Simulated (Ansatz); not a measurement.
# GaH₃O₂S: basis-set convergence

One table from this session's results is given with a row withheld; the runs are named, their logs left out.

Method: one geometry, several basis sets; program: Ansatz 0.2.0, Gaussian basis.

Plan: PBE0-D4/def2-SVP; ωB97M-V/def2-SVP; PBE0-D4/def2-QZVPP; ωB97M-V/def2-QZVPP; the functionals' def2-TZVPP values are taken from earlier runs.

### The relaxed structure

The geometry comes from an earlier relaxation with PBE0-D4 in a triple-zeta def2 set; it is a stationary point, not always the lowest conformer.

SMILES `[OH][Ga]([OH])[SH]`, 7 atoms, charge 0, spin multiplicity 1.

Atoms are counted from 1 here; the program's logs count them from 0.

Bond lengths: O1–Ga2 1.774 Å, O1–H5 0.959 Å, Ga2–O3 1.772 Å, Ga2–S4 2.199 Å, O3–H6 0.959 Å, S4–H7 1.343 Å. Angles: Ga2–O1–H5 114.4°, O1–Ga2–O3 114.3°, O1–Ga2–S4 124.5°, O3–Ga2–S4 121.2°, Ga2–O3–H6 114.0°, Ga2–S4–H7 93.8°.

As a file:

```
O    -1.50335   -0.94489   -0.18284
Ga   -0.02205   -0.08772    0.28254
O     0.36584   -0.18577    2.00913
S     1.26739    1.01848   -1.11320
H    -1.71620   -0.88864   -1.11605
H     1.17026    0.27483    2.25558
H     0.49930    0.74570   -2.18087
```

The first run:

Input file in.yaml:

```yaml
crystal:
  periodic: [false, false, false]
  atoms:
    - {symbol: O, position_ang: [-1.503351, -0.944889, -0.182838]}
    - {symbol: Ga, position_ang: [-0.022049, -0.087719, 0.282540]}
    - {symbol: O, position_ang: [0.365845, -0.185767, 2.009132]}
    - {symbol: S, position_ang: [1.267393, 1.018479, -1.113196]}
    - {symbol: H, position_ang: [-1.716197, -0.888639, -1.116050]}
    - {symbol: H, position_ang: [1.170262, 0.274831, 2.255584]}
    - {symbol: H, position_ang: [0.499299, 0.745703, -2.180872]}
basis:
  gaussian: {orbitals: def2-SVP}
hamiltonian: {xc: pbe0, dispersion: d4}
output: {orbitals: {seedname: orbitals}}
```

Started as:

```sh
$ ansatz run in.yaml --threads 4 --pin off --events-out ev --progress --plain --max-ram 10444MiB
```

Among the steps run: PBE0-D4 in def2-SVP; ωB97M-V in def2-SVP; PBE0-D4 in def2-QZVPP; ωB97M-V in def2-QZVPP.

One table of the session follows, with a row left open; its other results are not shown here.

It belongs to the step «Functionals by basis». 

| functional | basis | HOMO (eV) |
| --- | --- | --- |
| PBE0-D4 | def2-SVP | -7.78 |
| PBE0-D4 | def2-TZVPP | -7.96 |
| PBE0-D4 | def2-QZVPP | -8.00 |
| ωB97M-V | def2-SVP | ? |
| ωB97M-V | def2-TZVPP | -10.17 |
| ωB97M-V | def2-QZVPP | -10.23 |

Q: Estimate the row for ωB97M-V, def2-SVP from the others.

As computed: HOMO (eV): -9.96. In the column «HOMO (eV)» it lies between ωB97M-V, def2-TZVPP (-10.17) and PBE0-D4, def2-QZVPP (-8.00).
